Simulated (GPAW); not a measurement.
Input of a GPAW 26.7.0 run:

Contents of run.py:

```python
from ase import Atoms
from ase.filters import FrechetCellFilter
from ase.io import write
from ase.optimize import BFGS
from gpaw import GPAW, PW, setup_paths

setup_paths.insert(0, '.')

atoms = Atoms(['Te', 'Nb'],
              cell=[[3.7029743866, 0.0, 0.0],
                    [-1.8514871933, 3.2068698884, 0.0],
                    [0.0, 0.0, 3.694211]],
              scaled_positions=[[0.6666666667, 0.3333333333, 0.0],
                                [0.0, 0.0, 0.5]],
              pbc=True)

calc = GPAW(mode=PW(600),
            xc='PBEsol',
            kpts={'size': (7, 7, 6), 'gamma': True},
            occupations={'name': 'fermi-dirac', 'width': 0.05},
            nbands=20,
            convergence={'density': 1e-05, 'forces': 0.0001},
            maxiter=150,
            txt='gpaw.txt')
atoms.calc = calc
opt = BFGS(FrechetCellFilter(atoms), trajectory='relax.traj', logfile='-')
done = opt.run(fmax=0.02, steps=60)
calc.write('gs.gpw')
write('result.traj', atoms)
print('Converged:', done)
print('Cell:', atoms.cell.cellpar().round(4))
print('Volume:', round(atoms.get_volume(), 4))
print(atoms.get_scaled_positions().round(5))
```

Potentials or basis: PAW data sets generated in the run's folder for this functional, pw.

Command:

```bash
$ gpaw-setup -f PBEsol Nb Te
$ OMP_NUM_THREADS=1 python run.py
```

Task: Estimate the relaxed cell.

Result: a = 3.629 Å, b = 3.629 Å, c = 3.656 Å, α = 90.00°, β = 90.00°, γ = 120.00°.

Task: What does it give for the band gap on the k mesh?

Result: None (metal or under the smearing width).

Task: Predict the relaxed volume.

Result: 20.84 Å³/atom.

Final structure:
```
Te Nb
1.0
     3.62853    0.00000    0.00000
    -1.81427    3.14240    0.00000
     0.00000    0.00000    3.65622
Te Nb
1 1
Direct
  0.66667 0.33333 0.00000
  0.00000 0.00000 0.50000
```

Caveat: later steps reuse the first step's grids. The run has no spin-orbit coupling, so splittings on Te are missing.
